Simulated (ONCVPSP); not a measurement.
# An ONCV potential for vanadium, from input to tests

Task: generate the file, and judge it by its errors in other configurations, its logarithmic derivatives, its ghosts and its cutoff.

The numbers are computed with ONCVPSP 4.0.1 (BLYP, scalar-relativistic, spin-unpolarised reference atom).

### 1 The atom and the settings

The settings as typed:

```
element                 : vanadium (V, Z = 23)
type                    : optimised norm-conserving Vanderbilt (ONCV)
frozen core             : [Ne]
valence charge          : 13
reference configuration : 3s2 3p6 3d3 4s1 4p1
partial waves           : 3s+4s: rc 1.65 bohr, ncon 4, nbas 8, qcut 7.1 1/bohr, 2 projectors; 3p+4p: rc 1.65 bohr, ncon 4, nbas 9, qcut 8.4 1/bohr, 3 projectors, debl 3 Ha; 3d: rc 1.30 bohr, ncon 4, nbas 9, qcut 10.2 1/bohr, local
local potential         : the d channel
core correction         : Teter function, fcfact 3.75, rcfact 1.25
```

The outer shells as boxes (Hund's rule for the drawing; the calculation is spin-unpolarised):

```
[Ne] core
3s [↑↓]
3p [↑↓][↑↓][↑↓]
3d [↑ ][↑ ][↑ ][  ][  ]
4s [↑ ]
4p [↑ ][  ][  ]
```

An earlier all-electron run gives the scale for the radii.

All-electron outer shells of the reference configuration (BLYP, scalar-relativistic, ld1.x):

| shell | level (eV) | outermost node (bohr) | outermost maximum (bohr) |
| --- | --- | --- | --- |
| 2s | -603.98 | 0.09 | 0.26 |
| 2p | -504.71 | – | 0.21 |
| 3s | -71.37 | 0.38 | 0.82 |
| 3p | -45.25 | 0.35 | 0.84 |
| 3d | -6.40 | – | 0.88 |
| 4s | -5.45 | 1.17 | 2.69 |
| 4p | -1.97 | 1.29 | 3.54 |

### 2 The generation run

File V.dat:

```
# ATOM AND REFERENCE CONFIGURATION
# atsym  z   nc   nv     iexc    psfile
  V 23.00    3    5  -106131      upf
#
#   n    l    f
    1    0    2.00
    2    0    2.00
    2    1    6.00
    3    0    2.00
    3    1    6.00
    3    2    3.00
    4    0    1.00
    4    1    1.00
#
# PSEUDOPOTENTIAL AND OPTIMIZATION
# lmax
    2
#
#   l,   rc,      ep,       ncon, nbas, qcut
    0    1.65    0.00    4    8    7.10
    1    1.65    0.00    4    9    8.40
    2    1.30    0.00    4    9   10.20
#
# LOCAL POTENTIAL
# lloc, lpopt,  rc(5),   dvloc0
    2    5    1.30    0.00
#
# VANDERBILT-KLEINMAN-BYLANDER PROJECTORs
# l, nproj, debl
    0    2    2.40
    1    3    3.00
    2    0    2.30
#
# MODEL CORE CHARGE
# icmod, fcfact, rcfact
    3    3.75    1.25
#
# LOG DERIVATIVE ANALYSIS
# epsh1, epsh2, depsh
   -4.00    5.00    0.02
#
# OUTPUT GRID
# rlmax, drl
    6.00    0.01
#
# TEST CONFIGURATIONS
# ncnf
    4
# nvcnf
#   n    l    f
    5
    3    0    2.00
    3    1    6.00
    3    2    3.00
    4    0    2.00
    4    1    0.00
#
    5
    3    0    2.00
    3    1    6.00
    3    2    3.00
    4    0    1.00
    4    1    0.00
#
    5
    3    0    2.00
    3    1    6.00
    3    2    3.00
    4    0    0.00
    4    1    0.00
#
    5
    3    0    2.00
    3    1    6.00
    3    2    2.00
    4    0    2.00
    4    1    1.00
#
```

Command:

```sh
oncvpsp.x < V.dat > V.out
```

Before running it: what results should come out? Wanted: cutoffs for 1 and 0.1 mHa per electron, occupied waves; bound ghosts; GHOST(+) flags; largest test error; largest phase difference near zero energy, channels read; rms error of d²Exc/dn², without and with the model core.

**Answer**, as computed:

```
                                                quantity                             value
  cutoffs for 1 and 0.1 mHa per electron, occupied waves                   44 Ha and 51 Ha
                                            bound ghosts                        none found
                                          GHOST(+) flags                       s at 391 eV
                            largest test error (AE − PS)  +18 meV, for 3s2 3p6 3d2 4s2 4p1
largest phase difference near zero energy, channels read                         0.006 rad
 rms error of d²Exc/dn², without and with the model core                 1.96 and 1.01 mHa
```

The worst unpolarised test, 3s2 3p6 3d2 4s2 4p1, is off by 18 meV on 2.4 eV; by total energies transferability rates as good. It counts as hard, with 44 Ha needed at the looser tolerance. At the looser tolerance the 3d wave is the slowest; 3p needs 23 Ha. It is free of bound ghosts as far as tested. Near zero energy the phases of the channels with partial waves agree within 0.006 rad. The program also flags highly localised states, GHOST(+) (s). All of this concerns the isolated atom, not yet a solid.
